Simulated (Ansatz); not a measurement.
**C₂H₆FIn: up Jacob's ladder to CCSD(T)**

An exercise on one series of results from a longer session: the logs are not shown, and one member is left open.

Method: functionals in def2-TZVPP, the program's frozen cores in correlated methods; program: Ansatz 0.2.0, Gaussian basis.

Levels to be run: LDA (SPW92), PBE-D4, revPBE-D4, BLYP-D4, r2SCAN-D4, B97M-V, PBE0-D4, B3LYP-D4, r2SCANh-D4, r2SCAN0-D4, HSE06-D4, BHLYP-D4, CAM-B3LYP-D4, LC-ωPBE, ωB97X-V, ωB97M-V, B2PLYP, PBE-QIDH; CCSD(T)/def2-SVP; CCSD(T)/def2-TZVPP; MP2/def2-QZVPP; extrapolation to the limit; RPA on PBE.

## Structure used throughout

All runs share one geometry, relaxed beforehand with PBE0-D4 in a triple-zeta def2 set. In takes the def2 core potential; no spin-orbit term is included.

SMILES `C[CH2][InH][F]`, 10 atoms, charge 0, spin multiplicity 1.

Atoms are counted from 1 here; the program's logs count them from 0.

Bond lengths: C1–C2 1.522 Å, C1–H5 1.091 Å, C1–H6 1.095 Å, C1–H7 1.092 Å, C2–In3 2.144 Å, C2–H8 1.093 Å, C2–H9 1.095 Å, In3–F4 1.975 Å, In3–H10 1.708 Å. Angles: C2–C1–H5 111.8°, C2–C1–H6 110.9°, C2–C1–H7 111.8°, H5–C1–H6 107.9°, H5–C1–H7 106.7°, H6–C1–H7 107.4°, C1–C2–In3 112.9°, C1–C2–H8 111.8°, C1–C2–H9 111.2°, In3–C2–H8 108.2°, In3–C2–H9 106.1°, H8–C2–H9 106.1°, C2–In3–F4 107.4°, C2–In3–H10 143.5°, F4–In3–H10 109.1°.

Set-up of the first run:

Input file in.yaml:

```yaml
crystal:
  periodic: [false, false, false]
  atoms:
    - {symbol: C, position_ang: [-1.195886, 0.568021, -0.053540]}
    - {symbol: C, position_ang: [-0.040460, 0.068481, 0.802786]}
    - {symbol: In, position_ang: [1.591881, -0.693655, -0.359342]}
    - {symbol: F, position_ang: [0.917021, -1.011408, -2.187798]}
    - {symbol: H, position_ang: [-1.550795, -0.198916, -0.743939]}
    - {symbol: H, position_ang: [-2.040796, 0.875701, 0.570722]}
    - {symbol: H, position_ang: [-0.908372, 1.429037, -0.660747]}
    - {symbol: H, position_ang: [0.345318, 0.850563, 1.461665]}
    - {symbol: H, position_ang: [-0.357067, -0.750537, 1.456262]}
    - {symbol: H, position_ang: [3.239146, -1.137286, -0.286090]}
basis:
  gaussian: {orbitals: def2-TZVPP}
hamiltonian: {xc: lda}
output: {orbitals: {seedname: orbitals}}
```

Steps of the session up to this table: LDA; PBE-D4 (GGA); revPBE-D4 (GGA); BLYP-D4 (GGA); r2SCAN-D4 (meta-GGA); B97M-V (meta-GGA); PBE0-D4 (hybrid); B3LYP-D4 (hybrid); r2SCANh-D4 (hybrid); r2SCAN0-D4 (hybrid); HSE06-D4 (hybrid); BHLYP-D4 (hybrid); CAM-B3LYP-D4 (range-separated); LC-ωPBE (range-separated); ωB97X-V (range-separated); ωB97M-V (range-separated); B2PLYP (double hybrid); PBE-QIDH (double hybrid).

One of the session's tables, all rows but one given; the rest of the session is left out.

It belongs to the step «Orbital energies across the functionals». 

| functional | HOMO (eV) | LUMO (eV) | gap (eV) |
| --- | --- | --- | --- |
| LDA (SPW92) | -6.66 | -2.38 | 4.28 |
| PBE-D4 | -6.50 | -2.11 | 4.39 |
| revPBE-D4 | -6.44 | -1.99 | 4.44 |
| BLYP-D4 | -6.40 | -2.10 | 4.29 |
| r2SCAN-D4 | -6.74 | -1.82 | 4.92 |
| B97M-V | -6.80 | -2.12 | 4.68 |
| PBE0-D4 | -7.70 | -1.40 | 6.30 |
| B3LYP-D4 | ? | ? | ? |
| r2SCANh-D4 | -7.19 | -1.58 | 5.61 |
| r2SCAN0-D4 | -7.86 | -1.22 | 6.64 |
| HSE06-D4 | -7.31 | -1.76 | 5.55 |
| BHLYP-D4 | -8.80 | -0.82 | 7.98 |
| CAM-B3LYP-D4 | -9.02 | -0.65 | 8.38 |
| LC-ωPBE | -10.32 | 0.48 | 10.80 |
| ωB97X-V | -9.97 | 0.34 | 10.32 |
| ωB97M-V | -9.85 | 0.01 | 9.86 |

Estimate the missing values for B3LYP-D4.

Worked estimate for «HOMO (eV)». Against the share of exact exchange, BLYP-D4 (0, -6.40), BHLYP-D4 (0.5, -8.80) give a slope of -4.80 per unit share; at 0.2 the line stands at -7.36.

The run gave: HOMO (eV): -7.52; LUMO (eV): -1.70; gap (eV): 5.82. In «HOMO (eV)» the line misses by +0.16.
